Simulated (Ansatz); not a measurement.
# CH5ClOSi: the cost of one run

Method: RKS PBE0-D4/STO-3G, in Ansatz 0.2.0.

## (1) The system as given

Bond lengths: Si1–O2 1.680 Å, O2–H3 1.010 Å, Si1–C4 1.870 Å, C4–H5 1.110 Å, C4–H6 1.110 Å, C4–H7 1.110 Å, Si1–H8 1.459 Å, Si1–Cl9 2.128 Å. Angles: Si1–O2–H3 109.5°, O2–Si1–C4 109.4°, O2–Si1–H8 109.5°, O2–Si1–Cl9 109.5°, C4–Si1–H8 109.5°, C4–Si1–Cl9 109.5°, H8–Si1–Cl9 109.5°, Si1–C4–H5 109.5°, Si1–C4–H6 109.5°, Si1–C4–H7 109.5°, H5–C4–H6 109.4°, H5–C4–H7 109.4°, H6–C4–H7 109.4°.

Coordinates:

```xyz
9

Si    0.0000    0.0000    0.0000
O     0.0000    0.0000    1.6800
H    -0.9095   -0.2814    2.0171
C     1.7634    0.0000   -0.6227
H     2.1111   -1.0463   -0.7509
H     1.8119    0.5276   -1.5981
H     2.4154    0.5187    0.1108
H    -0.6877    1.1914   -0.4862
Cl   -1.0032   -1.7381   -0.7093
```

## (2) Preparing the start

input.yaml

```yaml
crystal:
  periodic: [false, false, false]
  atoms:
    - { symbol: Si, position_ang: [0.0, 0.0, 0.0] }
    - { symbol: O, position_ang: [0.0, 0.0, 1.68] }
    - { symbol: H, position_ang: [-0.9095, -0.2814, 2.0171] }
    - { symbol: C, position_ang: [1.7634, 0.0, -0.6227] }
    - { symbol: H, position_ang: [2.1111, -1.0463, -0.7509] }
    - { symbol: H, position_ang: [1.8119, 0.5276, -1.5981] }
    - { symbol: H, position_ang: [2.4154, 0.5187, 0.1108] }
    - { symbol: H, position_ang: [-0.6877, 1.1914, -0.4862] }
    - { symbol: Cl, position_ang: [-1.0032, -1.7381, -0.7093] }
basis:
  gaussian: { orbitals: STO-3G }
hamiltonian:
  xc: pbe0
  dispersion: d4
relax:
  f_tol: 0.02
  max_steps: 40
output:
  orbitals: {}
```

On the command line:

```console
$ ansatz run input.yaml --threads 1 --pin off --max-ram 2048MiB --backend cpu --events-out ev --progress --plain --runs-dir out
```

Q: Estimate wall time and peak memory on 1 thread of Arm Neoverse V2, shared host.

About 30 s, with a peak of 0.14 GiB.
